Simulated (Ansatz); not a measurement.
# CH5SiTe: the cost of one run

Program: Ansatz 0.2.0 through its Python package. Level of theory: B3LYP/def2-SVP. These are calculated values, not measurements.

### 1 The system

Bond lengths: C1–Si2 1.801 Å, Si2–Te3 2.460 Å, C1–H4 1.112 Å, C1–H5 1.116 Å, C1–H6 1.130 Å, Si2–H7 1.487 Å, Si2–H8 1.432 Å. Angles: C1–Si2–Te3 108.5°, C1–Si2–H7 109.8°, C1–Si2–H8 110.9°, Te3–Si2–H7 108.9°, Te3–Si2–H8 109.3°, H7–Si2–H8 109.3°, Si2–C1–H4 110.5°, Si2–C1–H5 113.1°, Si2–C1–H6 113.3°, H4–C1–H5 103.5°, H4–C1–H6 108.8°, H5–C1–H6 107.1°.

No structure file is read: the coordinates are typed or built in the script.

### 2 The code

File spin.py:

```python
import ansatz as az


def main() -> None:
    geometry_ang = [
        ("C", (-0.6311, 0.713, -0.1318)),
        ("Si", (0.4791, -0.704, -0.0879)),
        ("Te", (1.6793, -0.6917, 2.0598)),
        ("H", (-1.1547, 0.7662, -1.111)),
        ("H", (-0.0953, 1.6904, -0.0691)),
        ("H", (-1.4027, 0.7025, 0.6935)),
        ("H", (1.4681, -0.604, -1.1941)),
        ("H", (-0.2507, -1.9295, -0.2152)),
    ]
    geometry = az.Crystal.molecule()
    for symbol, xyz in geometry_ang:
        geometry = geometry.atom(symbol, xyz)

    calc = (
        geometry.calculation()
        .basis(gaussian="def2-SVP")
        .functional("B3LYP")
    )
    found = {}
    for unpaired in [1, 3, 5]:
        r = calc.spin("collinear", total=unpaired).run(threads=1, backend="cpu").report
        s = unpaired / 2
        found[unpaired] = r["free_energy_ev"]
        print(f"2S+1 = {unpaired + 1}: E = {found[unpaired]:.5f} eV, <S^2> = {abs(r['mean_field']['state']['spin_squared']):.3f} (pure state {s * (s + 1):.2f})")
    lowest = min(found, key=found.get)
    for unpaired, e in found.items():
        print(f"multiplicity {unpaired + 1}: {(e - found[lowest]):.3f} eV above the lowest")


if __name__ == "__main__":
    main()
```

### 3 The input behind the calls

The package turns the script's settings into the engine's input (first run):

```yaml
crystal:
  periodic: [false, false, false]
  atoms:
    - { symbol: C, position_ang: [-0.6311, 0.713, -0.1318] }
    - { symbol: Si, position_ang: [0.4791, -0.704, -0.0879] }
    - { symbol: Te, position_ang: [1.6793, -0.6917, 2.0598] }
    - { symbol: H, position_ang: [-1.1547, 0.7662, -1.111] }
    - { symbol: H, position_ang: [-0.0953, 1.6904, -0.0691] }
    - { symbol: H, position_ang: [-1.4027, 0.7025, 0.6935] }
    - { symbol: H, position_ang: [1.4681, -0.604, -1.1941] }
    - { symbol: H, position_ang: [-0.2507, -1.9295, -0.2152] }
basis:
  gaussian:
    orbitals: def2-SVP
hamiltonian:
  xc: b3lyp
magnetization:
  spin_polarized: true
  initial_magnetization: 1.0
```

### 4 Launch

On the command line:

```
$ python spin.py
```

Q: Estimate wall time and peak memory on 1 thread of Arm Neoverse V2, shared host.

About 36 s, with a peak of 0.31 GiB.
